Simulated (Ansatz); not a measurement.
# Zr3S2 (R32) in Ansatz: reference runs

Aim: a first look at Zr3S2 with PBEsol, on the cell as given and on a disturbed one.

All numbers are computed with Ansatz 0.2.0; they aren't measurements. Logs are shortened: lines on timing, memory, paths and dates and some standing lists are left out, and cuts for length are marked.

### 1 The crystal as given

It takes space group R32 (No. 155, trigonal). Conventional cell: a = 5.805 Å, b = 5.805 Å, c = 10.463 Å, α = 90.00°, β = 90.00°, γ = 120.00°. Around Zr (site symmetry 2) lie 4 S at 2.61 to 2.62 Å. S (site symmetry 3) has 6 Zr at 2.61 to 2.62 Å as nearest neighbours.

The cell comes from a database or a generator and needn't be the stable form of this composition.

### 2 Single point, PBEsol

input.yaml

```yaml
crystal:
  lattice:
    - [2.9025379727, 1.6757810799, 3.4877732718]
    - [-2.9025379727, 1.6757810799, 3.4877732718]
    - [0.0, -3.3515621597, 3.4877732718]
  atoms:
    - { symbol: Zr, position: [0.838727, 0.5, 0.161273] }
    - { symbol: Zr, position: [0.5, 0.161273, 0.838727] }
    - { symbol: Zr, position: [0.161273, 0.838727, 0.5] }
    - { symbol: S, position: [0.665023, 0.665023, 0.665023] }
    - { symbol: S, position: [0.334977, 0.334977, 0.334977] }
hamiltonian:
  xc: pbesol
  pseudopotentials: { kind: paw }
kpoints:
  mp_grid: { grid: [6, 6, 6] }
scf:
  occupations: { method: fermi_dirac, width: 0.05 }
output:
  forces: true
  stress: true
  eigenvalues: true
```

Potentials or basis: Ansatz PAW.

Started as:

```sh
ansatz run input.yaml --threads 2 --pin off --max-ram 5632MiB --backend cpu --events-out ev --progress --plain --runs-dir out
```

Log:

```text
Warning: RAYON_NUM_THREADS=2 ignored (pool sized by the plan → 2); use --threads N
Engine: ansatz 0.2.0, x86_64-unknown-linux-gnu
Pseudopotentials: kind: paw
Pseudopotential: Zr, paw, valence charge 12, recommended cutoff 420 eV (normal), Zr.paw.azcp
Pseudopotential: S, paw, valence charge 6, recommended cutoff 420 eV (normal), S.paw.azcp
Functional definition: PBEsol
  exchange = pbesol_x
  correlation = pbesol_c
Crystal: 5 atoms, lattice volume = 101.788 Å³
Basis set: ecut = 420 eV, 1949 PW (Γ), exchange–correlation on 72×72×72 points (8 copies of the dense FFT grid, shifted against one another)
Bands: 29, of which v1, the nominal top of the filled ones, is band 24 counted from 1 (23 counted from 0)
Symmetry: 6 space group operations
Space group: R32 (ITA 155), of the structure as read, at distance tolerance 4.7e-5 Å
k-points: 32 of 216 (time reversal used)
Non-local potential: Zr, projectors of the file, l = 0: 3, l = 1: 2, l = 2: 2, l = 3: 2
Non-local potential: S, projectors of the file, l = 0: 2, l = 1: 2, l = 2: 2
PAW form: soft (Blöchl's): semilocal exchange-correlation on the pseudo side does not see the compensation charge
PAW frozen core: Zr, regenerated for the run's functional, and the local potential with it (the file was generated under x = pbe(κ = 0.804, μ = 0.2195149727645171), c = pbe(β = 0.06672455060314922))
PAW frozen core: S, regenerated for the run's functional, and the local potential with it (the file was generated under x = pbe(κ = 0.804, μ = 0.2195149727645171), c = pbe(β = 0.06672455060314922))
PAW one-centre angular grid: Zr, 590 points (default); XC on 64 Gauss nodes
PAW one-centre angular grid: S, 110 points (default); XC on 64 Gauss nodes
Initial density: superposition of atomic densities (neutral atoms: chi_scale 0, normalization atom), corrected by the library's trained network
Initial wavefunctions: pseudopotential atomic-orbital guess
Functional: x = pbesol(κ = 0.804, μ = 0.12345679012345678), c = pbesol(β = 0.046)
SCF iter   1: F=—  HF=-14161.618935 eV  |F-HF|=—  |Δ(HF+E_count)|=         —  Δρ=6.57e-3  dr2=4.17e-2  ethr=1.77e-3  ⟨swp⟩=5.3  Hψ=3914  notcnv=0
preconditioner: auto → Kerker (q_TF=auto, 2.407 Å⁻¹)  [metal: Δε(μ)=0.024 eV  Ē_g=6.562 eV  σ=0.050 eV  W_gap=0.12  n_scr=20 (ndim 8)  ℏωp=18.0 eV  f_vac=0.000  D(μ)=2.32/eV (n_scr^D=14)]
SCF iter   2: F=—  HF=-14161.612908 eV  |F-HF|=—  |Δ(HF+E_count)|=   6.03e-3  Δρ=3.88e-3  dr2=1.53e-2  ethr=8.68e-5  ⟨swp⟩=1.2  Hψ=1194  notcnv=0
SCF iter   3: F=—  HF=-14161.611232 eV  |F-HF|=—  |Δ(HF+E_count)|=   1.68e-3  Δρ=5.28e-4  dr2=3.65e-4  ethr=3.18e-5  ⟨swp⟩=2.1  Hψ=1388  notcnv=0
SCF iter   4: F=—  HF=-14161.611208 eV  |F-HF|=—  |Δ(HF+E_count)|=   2.45e-5  Δρ=1.38e-4  dr2=2.27e-5  ethr=7.61e-7  ⟨swp⟩=2.2  Hψ=1303  notcnv=0
SCF iter   5: F=—  HF=-14161.611191 eV  |F-HF|=—  |Δ(HF+E_count)|=   1.66e-5  Δρ=2.77e-5  dr2=9.85e-7  ethr=4.73e-8  ⟨swp⟩=2.2  Hψ=1377  notcnv=0
SCF iter   6: F=-14161.611191 eV  HF=-14161.611191 eV  |F-HF|=1.64e-8  |Δ(HF+E_count)|=   5.35e-9  Δρ=6.84e-6  dr2=6.93e-8  ethr=2.08e-10  ⟨swp⟩=5.2  Hψ=3885  notcnv=0
SCF 1 converged in 6 iterations: F = -14161.611191 eV  dr2 = 6.93e-8
SCF converged after 6 iterations
Free energy (F): -14161.611191 eV
Harris-Foulkes:  -14161.611191 eV  (|F-HF|=1.64e-8)
Internal energy: -14161.591039 eV  (E = F + TS)
E sigma→0 (E₀):  -14161.601115 eV
Entropy (-TS):   -0.020153 eV (-4.031 meV/atom)
Fermi energy:    12.644592 eV
--- Per-component energies (eV) ---
  E_band       = -299.198471
  E_kinetic    = 1217.786165
  E_local      = -2261.398284  (includes V_loc(G=0)·N_el)
  E_nonlocal   = 300.608111
  E_hartree    = 723.911399
  E_xc         = -676.195730
  E_vxc        = -749.354461  (∫ρ·V_xc dr)
  E_paw        = -9868.741184  (= ΣΔE_a)
  E_vpaw       = -254.656212  (= ΣTr[D̂ρ^β])
  E_aug_tail   = 0.000074  (compensation charges beyond the density's cutoff)
  E_ewald      = -3598.182649
  E_core_change = 0.621060  (= ΣΔE_core)
  E_smearing   = -0.020153  (= −TS)
  E_closure    = 0.000000  (closes the sum)
  Σ components = -14161.611191   (vs F -14161.611191, Δ=0.00e0)
--- Forces (eV/Å), atoms counted from 1 ---
  atom   1  Zr    -0.06644884    -0.11509277     0.00000000
  atom   2  Zr    -0.06644884     0.11509277    -0.00000000
  atom   3  Zr     0.13289768     0.00000000     0.00000000
  atom   4  S      0.00000000    -0.00000000    -0.00888268
  atom   5  S      0.00000000     0.00000000     0.00888268
  max |Σ_I F_I| component: 3.70e-17 eV/Å
--- Stress (GPa, compression-positive) ---
       -4.961634       0.000000       0.000000
        0.000000      -4.961634      -0.000000
        0.000000      -0.000000      -5.393137
  P = ⅓ Tr σ = -5.1055 GPa (-51.055 kbar)
--- Band table (eV; the first three rows and the last of 32) ---
  k-point 0: bands = ["-36.3551", "-36.2759", "-36.2759", "-14.5471", "-14.5471", "-14.5433", "-14.5264", "-14.4681", "-14.4681", "-14.3951", "-14.1358", "-14.1358", "-2.2863", "-1.0613", "6.7188", "6.7188", "7.0426", "8.4194", "8.5985", "8.5985", "10.0508", "10.8142", "12.7528", "12.7528", "13.3373", "13.3373", "14.6570", "15.3861", "15.3861"]
  k-point 1: bands = ["-36.3494", "-36.2819", "-36.2755", "-14.6016", "-14.5858", "-14.5590", "-14.4993", "-14.4398", "-14.3992", "-14.3644", "-14.1840", "-14.1460", "-2.1681", "-1.0960", "6.5883", "6.8734", "7.1144", "8.1159", "8.4124", "8.6882", "10.3588", "11.0935", "12.4850", "12.6292", "12.9839", "13.5629", "14.2395", "15.0997", "15.4680"]
  k-point 2: bands = ["-36.3341", "-36.2951", "-36.2774", "-14.6321", "-14.6239", "-14.5609", "-14.4744", "-14.4326", "-14.3443", "-14.2957", "-14.2639", "-14.1758", "-1.8767", "-1.2184", "6.7073", "6.8108", "7.1148", "7.7794", "8.1673", "8.8291", "10.9238", "11.4990", "12.1387", "12.2347", "12.6003", "13.7339", "14.0222", "14.5892", "15.3584"]
  k-point 31: bands = ["-36.3352", "-36.2848", "-36.2848", "-14.8014", "-14.5772", "-14.5086", "-14.5086", "-14.4880", "-14.3945", "-14.3945", "-14.1127", "-14.1127", "-1.1782", "-0.9655", "5.6155", "6.8656", "6.8656", "7.7123", "8.3478", "8.3478", "11.8759", "12.2679", "12.4691", "12.4691", "12.9716", "12.9716", "13.7208", "13.7208", "14.8495"]
```

Wall time 1.8 s (2 threads of Intel Xeon 6975P-C (Granite Rapids), shared host); peak memory 0.4 GiB.

What came out:

| Item | Value |
| --- | --- |
| Free energy | -14161.6112 eV |
| Pressure | -5.1 GPa |
| Largest force | 0.133 eV/Å |
| Band gap on the k mesh | none (metal or under the smearing width) |

Forces in eV/Å, atoms in the order of the input:
```
Zr  -0.066 -0.115  0.000
Zr  -0.066  0.115  0.000
Zr   0.133  0.000  0.000
S    0.000  0.000 -0.009
S    0.000  0.000  0.009
```

Caveat: the PAW data sets come from PBE, with cores solved anew for the run's functional, which leaves a small shift of forces and pressure.

### 3 Single point, PBEsol (atoms moved at random, drawn with an rms of 0.05 Å)

input.yaml

```yaml
crystal:
  lattice:
    - [2.9025379727, 1.6757810799, 3.4877732718]
    - [-2.9025379727, 1.6757810799, 3.4877732718]
    - [0.0, -3.3515621597, 3.4877732718]
  atoms:
    - { symbol: Zr, position: [0.845164, 0.495759, 0.146856] }
    - { symbol: Zr, position: [0.496257, 0.161903, 0.847701] }
    - { symbol: Zr, position: [0.140233, 0.856792, 0.497468] }
    - { symbol: S, position: [0.656848, 0.664325, 0.661247] }
    - { symbol: S, position: [0.332667, 0.345742, 0.337843] }
hamiltonian:
  xc: pbesol
  pseudopotentials: { kind: paw }
kpoints:
  mp_grid: { grid: [6, 6, 6] }
scf:
  occupations: { method: fermi_dirac, width: 0.05 }
output:
  forces: true
  stress: true
  eigenvalues: true
  write_density: true
  write_potential: true
  elf: true
  volumetric_format: npy
```

Potentials or basis: Ansatz PAW.

Started as:

```sh
ansatz run input.yaml --threads 2 --pin off --max-ram 5632MiB --backend cpu --events-out ev --progress --plain --runs-dir out
```

Log:

```text
Warning: RAYON_NUM_THREADS=2 ignored (pool sized by the plan → 2); use --threads N
Engine: ansatz 0.2.0, x86_64-unknown-linux-gnu
Pseudopotentials: kind: paw
Pseudopotential: Zr, paw, valence charge 12, recommended cutoff 420 eV (normal), Zr.paw.azcp
Pseudopotential: S, paw, valence charge 6, recommended cutoff 420 eV (normal), S.paw.azcp
Functional definition: PBEsol
  exchange = pbesol_x
  correlation = pbesol_c
Crystal: 5 atoms, lattice volume = 101.788 Å³
Basis set: ecut = 420 eV, 1949 PW (Γ), exchange–correlation on 72×72×72 points (8 copies of the dense FFT grid, shifted against one another)
Bands: 29, of which v1, the nominal top of the filled ones, is band 24 counted from 1 (23 counted from 0)
Symmetry: 1 space group operations
Space group: P1 (ITA 1), of the structure as read, at distance tolerance 4.7e-5 Å
k-points: 112 of 216 (time reversal used)
Non-local potential: Zr, projectors of the file, l = 0: 3, l = 1: 2, l = 2: 2, l = 3: 2
Non-local potential: S, projectors of the file, l = 0: 2, l = 1: 2, l = 2: 2
PAW form: soft (Blöchl's): semilocal exchange-correlation on the pseudo side does not see the compensation charge
PAW frozen core: Zr, regenerated for the run's functional, and the local potential with it (the file was generated under x = pbe(κ = 0.804, μ = 0.2195149727645171), c = pbe(β = 0.06672455060314922))
[... 27 lines left out ...]
  E_nonlocal   = 300.823446
  E_hartree    = 716.501495
  E_xc         = -675.877571
  E_vxc        = -748.937799  (∫ρ·V_xc dr)
  E_paw        = -9868.746612  (= ΣΔE_a)
  E_vpaw       = -254.682285  (= ΣTr[D̂ρ^β])
  E_aug_tail   = 0.000074  (compensation charges beyond the density's cutoff)
  E_ewald      = -3606.761870
  E_core_change = 0.621060  (= ΣΔE_core)
  E_smearing   = -0.020321  (= −TS)
  E_closure    = -0.000000  (closes the sum)
  Σ components = -14161.504946   (vs F -14161.504946, Δ=0.00e0)
--- Forces (eV/Å), atoms counted from 1 ---
  atom   1  Zr    -0.53326019    -0.61703199     0.30154517
  atom   2  Zr    -0.10419127     0.51583311    -0.38250528
  atom   3  Zr     0.86884876     0.02843638     0.16916186
  atom   4  S     -0.23135415     0.17249801    -0.04080995
  atom   5  S     -0.00004030    -0.09973510    -0.04739042
  max |Σ_I F_I| component: 2.84e-6 eV/Å
--- Stress (GPa, compression-positive) ---
       -6.150796      -0.050382       0.209912
       -0.050382      -5.203004       0.629526
        0.209912       0.629526      -5.603198
  P = ⅓ Tr σ = -5.6523 GPa (-56.523 kbar)
--- Band table (eV; the first three rows and the last of 112) ---
  k-point 0: bands = ["-36.3494", "-36.2719", "-36.2559", "-14.5831", "-14.5391", "-14.5253", "-14.4846", "-14.4589", "-14.4564", "-14.3908", "-14.1079", "-14.1021", "-2.2441", "-0.9288", "6.6938", "6.7423", "6.9548", "8.6288", "8.6678", "8.7042", "10.0430", "10.7447", "12.7551", "12.7886", "13.3167", "13.4452", "14.5804", "15.4065", "15.4454"]
  k-point 1: bands = ["-36.3437", "-36.2762", "-36.2572", "-14.6166", "-14.5650", "-14.5377", "-14.4897", "-14.4414", "-14.3802", "-14.3637", "-14.1533", "-14.1128", "-2.1262", "-0.9747", "6.5921", "6.8747", "7.0623", "8.2732", "8.5318", "8.7437", "10.3668", "11.0255", "12.4947", "12.6357", "13.0195", "13.6463", "14.1379", "15.1088", "15.3783"]
  k-point 2: bands = ["-36.3285", "-36.2886", "-36.2599", "-14.6349", "-14.6028", "-14.5453", "-14.4705", "-14.4229", "-14.3491", "-14.2910", "-14.2256", "-14.1421", "-1.8345", "-1.1206", "6.7222", "6.8589", "7.0930", "7.9197", "8.2629", "8.8798", "10.9031", "11.4449", "12.1154", "12.2237", "12.7231", "13.6849", "13.9261", "14.6762", "15.3253"]
  k-point 111: bands = ["-36.3312", "-36.2771", "-36.2670", "-14.7917", "-14.5300", "-14.5195", "-14.5038", "-14.4951", "-14.3974", "-14.3684", "-14.0864", "-14.0808", "-1.1189", "-0.9670", "5.6321", "6.9430", "6.9872", "7.9974", "8.3496", "8.4068", "11.9748", "12.1169", "12.4680", "12.5476", "12.9637", "13.0252", "13.7362", "13.8348", "14.8862"]
```

rho_z.tsv:

```text
# z_ang	rho[e/angstrom^3]
# format = ansatz-planar-average/11
# lattice	2.902537973	1.675781080	3.487773272
# lattice	-2.902537973	1.675781080	3.487773272
# lattice	0.000000000	-3.351562160	3.487773272
# sites	5
# site	40	1.014161280	1.754896380	5.189035831
# site	40	0.970475181	-1.738190519	5.252101747
# site	40	-2.079839707	0.003500707	5.212452740
# site	16	-0.021702276	-0.002213707	6.914231489
# site	16	-0.037950684	0.004563152	3.544456563
0.000000	3.369703e-1
0.134364	3.552619e-1
0.268728	3.947505e-1
0.403092	4.367619e-1
0.537455	4.692642e-1
0.671819	4.927456e-1
[... 28 lines left out ...]
4.568372	3.874435e-1
4.702736	3.500529e-1
```

Wall time 8 s (2 threads of Intel Xeon 6975P-C (Granite Rapids), shared host); peak memory 0.55 GiB.

Results:

- Free energy: -14161.5049 eV
- Pressure: -5.7 GPa
- Largest force: 0.886 eV/Å
- Band gap on the k mesh: none (metal or under the smearing width)

Forces in eV/Å, atoms in the order of the input:
```
Zr  -0.533 -0.617  0.302
Zr  -0.104  0.516 -0.383
Zr   0.869  0.028  0.169
S   -0.231  0.172 -0.041
S    0.000 -0.100 -0.047
```

Caveat: the PAW data sets come from PBE, with cores solved anew for the run's functional, which leaves a small shift of forces and pressure.
